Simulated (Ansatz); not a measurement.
# HgSe2: the cost of one run

Computed with Ansatz 0.2.0 (DFT PBE, scalar-relativistic, plane waves, PAW, unless a step's input says otherwise).

## (1) The starting structure

It takes space group R-3m (No. 166, trigonal). Conventional cell: a = 3.940 Å, b = 3.940 Å, c = 17.850 Å, α = 90.00°, β = 90.00°, γ = 120.00°. Around Hg (site symmetry -3m) lie 6 Se at 2.72 Å. Se (site symmetry 3m) has 3 Hg at 2.72 Å as nearest neighbours.

Structure file:

```cif
data_structure
_symmetry_space_group_name_H-M 'R-3m:H'
_symmetry_Int_Tables_number 166
_cell_length_a 3.9400
_cell_length_b 3.9400
_cell_length_c 17.8496
_cell_angle_alpha 90.000
_cell_angle_beta 90.000
_cell_angle_gamma 120.000
_cell_volume 239.97
loop_
_atom_site_label
_atom_site_type_symbol
_atom_site_symmetry_multiplicity
_atom_site_Wyckoff_symbol
_atom_site_fract_x
_atom_site_fract_y
_atom_site_fract_z
_atom_site_occupancy
Hg1 Hg 3 a 0.00000 0.00000 0.00000 1
Se1 Se 6 c 0.00000 0.00000 0.75000 1
```

This is candidate A: cadmium chloride type (R-3m, No. 166).

(A quick probe on a coarse mesh, which set the mesh and smearing, is not shown.)

## (3) Rough relaxation on the coarse mesh (candidate A)

input.yaml reads:

```yaml
crystal:
  lattice:
    - [1.9699931395, 1.1373760694, 5.9498832309]
    - [-1.9699931395, 1.1373760694, 5.9498832309]
    - [0.0, -2.2747521388, 5.9498832309]
  atoms:
    - { symbol: Hg, position: [0.0, 0.0, 0.0] }
    - { symbol: Se, position: [0.75, 0.75, 0.75] }
    - { symbol: Se, position: [0.25, 0.25, 0.25] }
basis:
  ecutwfc: 420
kpoints:
  mp_grid: { grid: [6, 6, 6] }
hamiltonian:
  xc: pbe
scf:
  occupations: { method: gaussian, width: 0.1 }
  lower_state_search: "off"
output:
  forces: true
  stress: true
  eigenvalues: true
relax:
  adjacent_minimum: "off"
  f_tol: 0.04
  max_steps: 70
  cell: { stress_tol: 0.4 }
```

Launch:

```console
> ansatz run input.yaml --threads 1 --pin off --max-ram 2560MiB --backend cpu --events-out ev --progress --plain --runs-dir out
```

Q: Estimate wall time and peak memory on 1 thread of Arm Neoverse V1, shared host.

About 28 s, with a peak of 0.39 GiB.
